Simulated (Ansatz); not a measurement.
# AlH6NO2: the cost of one run

Program: Ansatz 0.2.0. Level of theory: RKS r2SCANh/def2-SVP. These are calculated values, not measurements.

### Step 1. The system as given

Bond lengths: Al1–N2 2.235 Å, Al1–O3 1.638 Å, Al1–O4 1.639 Å, N2–H7 1.011 Å, N2–H8 1.011 Å, O3–H9 0.943 Å, O4–H10 0.944 Å. Angles: Al1–N2–H7 123.6°, Al1–N2–H8 123.2°, H7–N2–H8 108.5°, N2–Al1–O3 111.2°, N2–Al1–O4 111.6°, O3–Al1–O4 132.4°, Al1–O3–H9 179.4°, Al1–O4–H10 178.8°.

Coordinates:

```xyz
10

Al   -0.1281   -0.7095    0.0329
N    -0.0035    1.4987   -0.2913
O     0.5704   -1.5294   -1.2013
O    -1.3277   -1.0991    1.0795
H     0.8593    0.8975    0.5482
H     1.3211    0.2003    1.0703
H    -0.6433    2.1614    0.1246
H     0.3933    1.9145   -1.1232
H     0.9766   -1.9927   -1.9152
H    -2.0179   -1.3417    1.6754
```

### Step 2. Pulling towards end A

Springs on the bonds that form and break draw the guess towards this end; the thresholds are loose.

input.yaml

```yaml
crystal:
  periodic: [false, false, false]
  atoms:
    - { symbol: Al, position_ang: [-0.1281, -0.7095, 0.0329] }
    - { symbol: "N", position_ang: [-0.0035, 1.4987, -0.2913] }
    - { symbol: O, position_ang: [0.5704, -1.5294, -1.2013] }
    - { symbol: O, position_ang: [-1.3277, -1.0991, 1.0795] }
    - { symbol: H, position_ang: [0.8593, 0.8975, 0.5482] }
    - { symbol: H, position_ang: [1.3211, 0.2003, 1.0703] }
    - { symbol: H, position_ang: [-0.6433, 2.1614, 0.1246] }
    - { symbol: H, position_ang: [0.3933, 1.9145, -1.1232] }
    - { symbol: H, position_ang: [0.9766, -1.9927, -1.9152] }
    - { symbol: H, position_ang: [-2.0179, -1.3417, 1.6754] }
basis:
  gaussian: { orbitals: def2-SVP }
hamiltonian:
  xc: r2scanh
relax:
  f_tol: 0.15
  max_steps: 25
  restrain:
    - { distance: [0, 5], at: 2.82, k: 30.0 }
    - { distance: [4, 1], at: 2.32, k: 30.0 }
    - { distance: [0, 1], at: 1.92, k: 30.0 }
    - { distance: [4, 5], at: 0.62, k: 30.0 }
```

Run with:

```bash
$ ansatz run input.yaml --threads 2 --pin off --max-ram 3072MiB --backend cpu --events-out ev --progress --plain --runs-dir out
```

**Question.** How long does this run take on 2 threads of Intel Xeon Platinum 8259CL at 2.50GHz (Skylake/Cascade Lake), shared host, and how much memory does it need?

About 43 s, with a peak of 0.21 GiB.
